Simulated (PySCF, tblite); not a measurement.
# C5H13AlO3S: geometry, infrared bands and NMR shifts

Wanted: the infrared bands and NMR shifts of C5H13AlO3S (`CS(=O)(=O)[C@@H]1CC[O+]([AlH3-])C1`), by calculation.

The runs use tblite 0.8.0 and PySCF 2.14.0, with density-fitted response routines of our own; the level of theory stands in each step. All values are computed, except where a source is named. Atoms count from 0, in the outputs and in this text.

## 1. The starting structure

23 atoms, charge 0, multiplicity 1; geometry from: force field or distance geometry start.

Bonds of the start (Å): C0–S1 1.78, S1–O2 1.50, S1–O3 1.48, S1–C4 1.76, C4–C5 1.53, C5–C6 1.54, C6–O7 1.38, O7–Al8 1.84, O7–C9 1.38, C9–C4 1.51, C0–H10 1.12, C0–H11 1.09, C0–H12 1.14, C4–H13 1.13, C5–H14 1.10, C5–H15 1.08, C6–H16 1.10, C6–H17 1.12, Al8–H18 1.59, Al8–H19 1.60, Al8–H20 1.60, C9–H21 1.10, C9–H22 1.12.

## 2. Relaxing the molecule with GFN2-xTB

Job settings and geometry (Å):

```
{"job": {"kind": "relax", "xc": "GFN2-xTB", "basis": "xTB"}, "charge": 0, "multiplicity": 1}
C     -2.770200     0.217300     0.720700
S     -2.116900     0.592200    -0.892400
O     -2.351500     2.057100    -1.104000
O     -2.934300    -0.138600    -1.893500
C     -0.388900     0.311300    -1.023300
C      0.026300    -1.140500    -0.793000
C      1.538500    -0.888400    -0.638400
O      1.683700     0.389400    -0.143600
Al     2.703700     0.350700     1.388000
C      0.438700     0.957100     0.062500
H     -3.492000    -0.630700     0.608100
H     -2.021400    -0.028800     1.469600
H     -3.424300     1.091100     1.042200
H     -0.031400     0.561500    -2.061100
H     -0.301000    -1.478500     0.197700
H     -0.194300    -1.794000    -1.623300
H      2.049200    -1.675700    -0.069900
H      1.948700    -0.885200    -1.683700
H      4.075100    -0.365100     1.003700
H      3.035400     1.838500     1.881900
H      1.978400    -0.491200     2.543800
H      0.112400     0.656000     1.073200
H      0.431400     2.067200    -0.055100
```

Command:

```
$ OMP_NUM_THREADS=1 python probes_run.py task.json out
```

The driver reads the jobs from task.json and runs them one after another.

**Question.** This job is followed by: GFN2-xTB harmonic vibrations, gas phase; GIAO PBE0/pcSseg-1 NMR shielding, non-relativistic, gas phase. What will the session give for the following? strongest single infrared mode (GFN2-xTB); zero-point energy (GFN2-xTB); ¹³C shifts against TMS (PBE0/pcSseg-1); ¹H shifts against TMS (PBE0/pcSseg-1, means over atoms taken as alike); ³³S shifts against CS2 (PBE0/pcSseg-1); ¹⁷O shifts against H2O (PBE0/pcSseg-1); ²⁷Al shifts against AlH4- (PBE0/pcSseg-1).

As calculated:

```
                                                              quantity                                                     value
                             strongest single infrared mode (GFN2-xTB)                                      778 cm⁻¹, 568 km/mol
                                          zero-point energy (GFN2-xTB)                                            107.2 kcal/mol
                                ¹³C shifts against TMS (PBE0/pcSseg-1)                          75.4, 75.0, 71.6, 45.4, 29.1 ppm
¹H shifts against TMS (PBE0/pcSseg-1, means over atoms taken as alike)  5.00, 4.90, 4.23, 4.20, 3.83, 3.31, 3.09, 2.45, 2.44 ppm
                                ³³S shifts against CS2 (PBE0/pcSseg-1)                                                   322 ppm
                                ¹⁷O shifts against H2O (PBE0/pcSseg-1)                                    212.8, 211.9, 50.4 ppm
                             ²⁷Al shifts against AlH4- (PBE0/pcSseg-1)                                                  82.6 ppm
```

In words: Relaxing lowered the energy by 1.810 eV in 167 steps; the close pair that moved most is S1–C4, from 1.756 to 1.846 Å. All 63 modes are real, so the xTB geometry is a minimum. The strongest single mode, at 778 cm⁻¹, is carried by H19, H20, H18. Unscaled tight-binding wavenumbers are off by several per cent, some by more. Its intensities can rank the bands wrongly. At PBE0/pcSseg-1: Shielding is most anisotropic at S1 (span 294 ppm, paramagnetic term -870 ppm).
